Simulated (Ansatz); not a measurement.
**UHF/3-21G run of SnH3O2 (SMILES [OH][SnH][OH])**

What is the vertical doublet–quartet gap of SnH3O2 at UHF/3-21G? 

The calculation is run with Ansatz 0.2.0.

43 further runs of the same task are left out: 43 set aside as unsound or not needed.

### 1 The molecule

The species is SnH3O2 (6 atoms), meant as a doublet with charge 0. SMILES: `[OH][SnH][OH]`. The shape is that of a PBE0-D4/def2-TZVP optimisation. This is one conformer, not always the lowest.

Bond lengths: O1–Sn2 1.978 Å, Sn2–O3 1.963 Å, O1–H4 0.960 Å, Sn2–H5 1.748 Å, O3–H6 0.962 Å. Angles: O1–Sn2–O3 99.7°, O1–Sn2–H5 110.6°, O3–Sn2–H5 104.3°, Sn2–O1–H4 115.0°, Sn2–O3–H6 112.0°.

### 2 The energy at UHF/3-21G

The input, molecule.yaml:

```yaml
crystal:
  periodic: [false, false, false]
  atoms:
    - {symbol: O, position_ang: [-1.248300, -0.684700, -0.233400]}
    - {symbol: Sn, position_ang: [0.417000, 0.302500, -0.639600]}
    - {symbol: O, position_ang: [1.413900, -0.038300, 1.016700]}
    - {symbol: H, position_ang: [-1.852000, -0.783400, -0.973600]}
    - {symbol: H, position_ang: [0.128600, 2.026100, -0.624300]}
    - {symbol: H, position_ang: [1.182700, -0.886000, 1.408100]}
basis:
  gaussian:
    orbitals: 3-21G-spherical.json
magnetization:
  spin_polarized: true
  initial_magnetization: 1
hamiltonian:
  xc: hf
accuracy: high
output: {orbitals: {seedname: orbitals}}
```

The basis set 3-21G is read from a file made from the Basis Set Exchange's data (not shown).

Run with:

```sh
$ ansatz run molecule.yaml --threads 1 --pin off --max-ram 3480MiB --events-out events.jsonl --progress --plain --runs-dir runs
```

Log:

```text
Warning: RAYON_NUM_THREADS=1 ignored (pool sized by the plan → 1); use --threads N
Functional definition: HF
  name "HF"
  exchange = exact_x
  correlation = 0
1105 factors; integrals over basis functions are off by at most 5.2e-9 eV
mean field evaluation 1: about -167261.5438 eV, gradient 3.3e1 eV
mean field evaluation 2: about -167261.7527 eV, gradient 3.3e1 eV
mean field evaluation 4: about -167265.9202 eV, gradient 1.7e0 eV
mean field evaluation 8: about -167265.9893 eV, gradient 2.0e-1 eV
mean field evaluation 16: about -167265.9906 eV, gradient 1.1e-8 eV
mean field -167265.99056049 eV, -6146.9117761375 hartree, gradient 4.3e-8 eV, S^2 0.760260; 0 other end points of the search recorded, 0 dependent functions left out
reference -167265.99056049 eV, -6146.9117761375 hartree; 35, 34 occupied and 20, 21 virtual orbitals, 1105 factors
Total energy: -167265.99056049 eV, -6146.9117761375 hartree
```

Wall time 1.6 s (1 thread of Arm Neoverse V1, shared host); peak memory 0.18 GiB.

### 3 The quartet at the same level

The input, in.yaml:

```yaml
crystal:
  periodic: [false, false, false]
  atoms:
    - {symbol: O, position_ang: [-1.248300, -0.684700, -0.233400]}
    - {symbol: Sn, position_ang: [0.417000, 0.302500, -0.639600]}
    - {symbol: O, position_ang: [1.413900, -0.038300, 1.016700]}
    - {symbol: H, position_ang: [-1.852000, -0.783400, -0.973600]}
    - {symbol: H, position_ang: [0.128600, 2.026100, -0.624300]}
    - {symbol: H, position_ang: [1.182700, -0.886000, 1.408100]}
basis:
  gaussian:
    orbitals: 3-21G-spherical.json
magnetization:
  spin_polarized: true
  initial_magnetization: 3
hamiltonian:
  xc: hf
accuracy: high
output:
  orbitals: {seedname: orbitals}
```

The basis set 3-21G is read from a file made from the Basis Set Exchange's data (not shown).

Run with:

```sh
$ ansatz run in.yaml --threads 1 --pin off --max-ram 3480MiB --events-out events.jsonl --progress --plain --runs-dir runs
```

Log, shortened:

```text
Warning: RAYON_NUM_THREADS=1 ignored (pool sized by the plan → 1); use --threads N
[... 2 set-up lines as earlier in the session ...]
[...]
1106 factors; integrals over basis functions are off by at most 5.2e-9 eV
[...]
mean field -167260.57751653 eV, -6146.7128504409 hartree, gradient 5.7e-8 eV, S^2 3.756119; 8 other end points of the search recorded, 0 dependent functions left out
reference -167260.57751653 eV, -6146.7128504409 hartree; 36, 33 occupied and 19, 22 virtual orbitals, 1106 factors
Total energy: -167260.57751653 eV, -6146.7128504409 hartree
```

Wall time 9.3 s (1 thread of Arm Neoverse V1, shared host); peak memory 0.23 GiB.

### 4 Outcome

At UHF/3-21G:

| quantity | value |
| --- | --- |
| doublet: total energy | -6146.91178 Eh |
| doublet: HOMO energy (highest over α and β) | -8.74 eV |
| doublet: LUMO energy (lowest over α and β) | 0.12 eV |
| doublet: ⟨S²⟩ | 0.760 |
| quartet: total energy | -6146.71285 Eh |
| quartet: HOMO energy (highest over α and β) | -3.85 eV |
| quartet: LUMO energy (lowest over α and β) | -0.46 eV |
| quartet: ⟨S²⟩ | 3.756 |
| vertical energy of the quartet above the doublet | 5.413 eV |

What this shows: At this shape the quartet lies 5.41 eV (522 kJ/mol) above the doublet. Relativity is left out (doublet) although the molecule holds a heavy atom. Relativity is left out (quartet) although the molecule holds a heavy atom.
